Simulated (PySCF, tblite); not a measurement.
# C7H7BO: geometry, infrared bands and NMR shifts

Wanted: the infrared bands and NMR shifts of C7H7BO (`Bc1cc2c(o1)C=CC2`), by calculation.

The runs use tblite 0.8.0 and PySCF 2.14.0, with density-fitted response routines of our own; the level of theory stands in each step. All values are computed, except where a source is named. Atoms count from 0, in the outputs and in this text.

### Step 1. The molecule as given

16 atoms, charge 0, multiplicity 1; geometry from: force field or distance geometry start.

Bonds of the start (Å): B0–C1 1.57, C1–C2 1.40, C2–C3 1.38, C3–C4 1.32, C4–O5 1.30, C4–C6 1.44, C6–C7 1.34, C7–C8 1.53, O5–C1 1.32, C8–C3 1.48, B0–H9 1.18, B0–H10 1.17, C2–H11 1.08, C6–H12 1.08, C7–H13 1.08, C8–H14 1.10, C8–H15 1.10.

### Step 2. Relaxing the molecule with GFN2-xTB

Job settings and geometry (Å):

```
{"job": {"kind": "relax", "xc": "GFN2-xTB", "basis": "xTB"}, "charge": 0, "multiplicity": 1}
B      3.275300     0.194200    -0.128000
C      1.703500     0.165300    -0.066400
C      0.926800    -0.987000    -0.224800
C     -0.359800    -0.495300    -0.085100
C     -0.278000     0.797800     0.166500
O      0.951800     1.227900     0.174300
C     -1.581100     1.385200     0.327000
C     -2.448400     0.377800     0.192600
C     -1.763700    -0.960900    -0.089300
H      3.837500     1.215300     0.036500
H      3.872400    -0.794900    -0.341000
H      1.227700    -2.002200    -0.428800
H     -1.827300     2.418500     0.543200
H     -3.522300     0.497600     0.261700
H     -1.966400    -1.678100     0.725800
H     -2.055500    -1.352300    -1.075700
```

On the command line:

```bash
OMP_NUM_THREADS=1 python probes_run.py task.json out
```

One launch serves the whole session: the jobs run in the order shown.

**Question.** This job is followed by: GFN2-xTB harmonic vibrations, gas phase; GIAO PBE0/pcSseg-1 NMR shielding, non-relativistic, gas phase. What will the session give for the following? strongest single infrared mode (GFN2-xTB); zero-point energy (GFN2-xTB); ¹³C shifts against TMS (PBE0/pcSseg-1); ¹H shifts against TMS (PBE0/pcSseg-1, means over atoms taken as alike); ¹¹B shifts against BF3·OEt2 (PBE0/pcSseg-1); ¹⁷O shifts against H2O (PBE0/pcSseg-1).

**Answer**, as computed:

| quantity | value |
| --- | --- |
| strongest single infrared mode (GFN2-xTB) | 2649 cm⁻¹, 190 km/mol |
| zero-point energy (GFN2-xTB) | 74.3 kcal/mol |
| ¹³C shifts against TMS (PBE0/pcSseg-1) | 182.7, 180.6, 151.8, 141.5, 138.6, 129.4, 34.0 ppm |
| ¹H shifts against TMS (PBE0/pcSseg-1, means over atoms taken as alike) | 7.68, 7.19, 7.02, 6.38, 3.32 ppm |
| ¹¹B shifts against BF3·OEt2 (PBE0/pcSseg-1) | 53.5 ppm |
| ¹⁷O shifts against H2O (PBE0/pcSseg-1) | 305.3 ppm |

The optimisation took 31 steps and gained 0.355 eV; among the close pairs (by a distance rule), C3–C4 changed most, from 1.320 to 1.392 Å. All 42 modes are real, so the xTB geometry is a minimum. The strongest single mode, at 2649 cm⁻¹, moves mainly H10 and H9. Unscaled tight-binding wavenumbers are off by several per cent, some by more. Its intensities can rank the bands wrongly. At PBE0/pcSseg-1: The widest tensor belongs to O5: span 407 ppm, with a paramagnetic part of -369 ppm. NICS(1)zz of -23 ppm above the planar ring from C1 marks a diatropic (aromatic) ring current.
